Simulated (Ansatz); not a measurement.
## a series on the perovskite structure: Ca3PPb, Ca3AsPb, Ca3BiPb: a table of relaxed lattice constants and trends, step by step

With Ansatz's Python interface.

At the Python prompt:
```pycon
>>> import warnings
>>> import ansatz
>>> import numpy as np
>>> import pandas as pd
>>> SCF_TOL = 1e-07
>>> CUTOFF_EV = 500
>>> K_SPACING = 0.33
>>> FILLING = "fermi_dirac"
>>> SIGMA = 0.1
>>> def perovskite(first, second, third, a):
...     return (
...         ansatz.Lattice.cubic(a)
...         .space_group(221)
...         .atom(first, [0, 0, 0])
...         .atom(second, [0.5, 0.5, 0.5])
...         .atom(third, [0.5, 0.5, 0])
...     )
...
>>> def solve(name, crystal, relax=True):
...     calc = (
...         crystal.calculation()
...         .scf(tolerance=SCF_TOL)
...         .basis(CUTOFF_EV)  # plane waves up to this kinetic energy
...         .kpoints(spacing=K_SPACING)  # sampling of the Brillouin zone
...         .occupations(FILLING, width=SIGMA)
...         .stress()  # positive in compression
...         .band_table()
...     )
...     if relax:
...         calc = calc.relax(force_tolerance=0.02, max_steps=60, cell=True)
...     return calc.run(threads=1, backend="cpu")
...
>>> def bulk_modulus(name, outcome, step=0.01):
...     # B = -V dP/dV from the pressures of two uniformly scaled cells, atoms held at their fractions
...     pressure = []
...     for factor in (1 - step, 1.0, 1 + step):
...         cell = ansatz.Crystal(lattice=ansatz.Lattice.of(outcome.lattice.cell_ang * factor ** (1 / 3)))
...         for site in outcome.report["lattice"]["sites"]:
...             cell = cell.atom(site["symbol"], site["position_frac"])
...         pressure.append(np.trace(solve(name, cell, relax=False).report["stress_gpa"]) / 3)
...     slope, bend = (pressure[0] - pressure[2]) / (2 * step), abs(pressure[0] + pressure[2] - 2 * pressure[1])
...     # a jump of mesh or basis between the cells shows as a kink: no modulus then
...     return float(slope) if bend < 12 * step**2 * abs(slope) + 0.15 and abs(pressure[1]) < 1.5 else float("nan")
...
>>> def relaxed_twice(name, crystal):
...     # the second pass draws mesh and plane waves anew for the relaxed cell
...     first = solve(name, crystal)
...     again = ansatz.Crystal(lattice=ansatz.Lattice.of(first.lattice.cell_ang))
...     for site in first.report["lattice"]["sites"]:
...         again = again.atom(site["symbol"], site["position_frac"])
...     return solve(name, again)
...
>>> def volume_per_atom(outcome):
...     return abs(np.linalg.det(outcome.lattice.cell_ang)) / len(outcome.lattice.sites)
...
>>> # the lattice constants below are starting guesses
>>> warnings.simplefilter("ignore", ansatz.DeckWarning)
>>> phases = {}
>>> phases["Ca3PPb"] = perovskite("Pb", "P", "Ca", 6.43)
>>> phases["Ca3AsPb"] = perovskite("Pb", "As", "Ca", 6.58)
>>> phases["Ca3BiPb"] = perovskite("Pb", "Bi", "Ca", 6.93)
>>> done = {}
>>> for name, crystal in phases.items():
...     done[name] = relaxed_twice(name, crystal)
...     print(f"{name}: {done[name].report['energy_sigma0_ev']:.4f} eV, {len(done[name].lattice.sites)} atoms")
...
Ca3PPb: -18116.4862 eV, 5 atoms
Ca3AsPb: -22216.6367 eV, 5 atoms
Ca3BiPb: -29755.0735 eV, 5 atoms
>>> rows = [(name, float(np.linalg.norm(o.lattice.cell_ang[0])), volume_per_atom(o), bulk_modulus(name, o)) for name, o in done.items()]
>>> print(pd.DataFrame(rows, columns=["compound", "a (A)", "V (A^3/atom)", "B (GPa)"]).round(4).to_string(index=False))
compound  a (A)  V (A^3/atom)  B (GPa)
  Ca3PPb 5.4553       32.4701  34.5851
 Ca3AsPb 5.5596       34.3677  31.7513
 Ca3BiPb 5.9419       41.9563  23.5423
```

From smallest to largest: Ca3PPb (32.47 Å³), Ca3AsPb (34.37 Å³) and Ca3BiPb (41.96 Å³). The largest is 29 % above the smallest.

Total energies depend on the potentials; only differences at equal settings carry meaning. For the metals among these phases the mesh is modest: differences between phases can be off by up to 40 meV an atom. The program warned that this SCF threshold is loose for forces or stresses. The bulk modulus is taken at fixed shape and positions, an upper value where these are free. Pressure is positive in compression. Spin-orbit coupling, which matters for elements this heavy, is left out. No functional is typed, so the default, PBE, holds. The cells are built on a prototype by substitution; a member may or may not take this structure in nature. The script silences the warnings on its input, which a real study should read. Hardware and time: 3.8 min on 1 thread of AMD EPYC 7R43 64-Core Processor (Zen 3) (shared host), peak memory 0.73 GiB.

(Lines on the test bed's own set-up are left out of the output.)
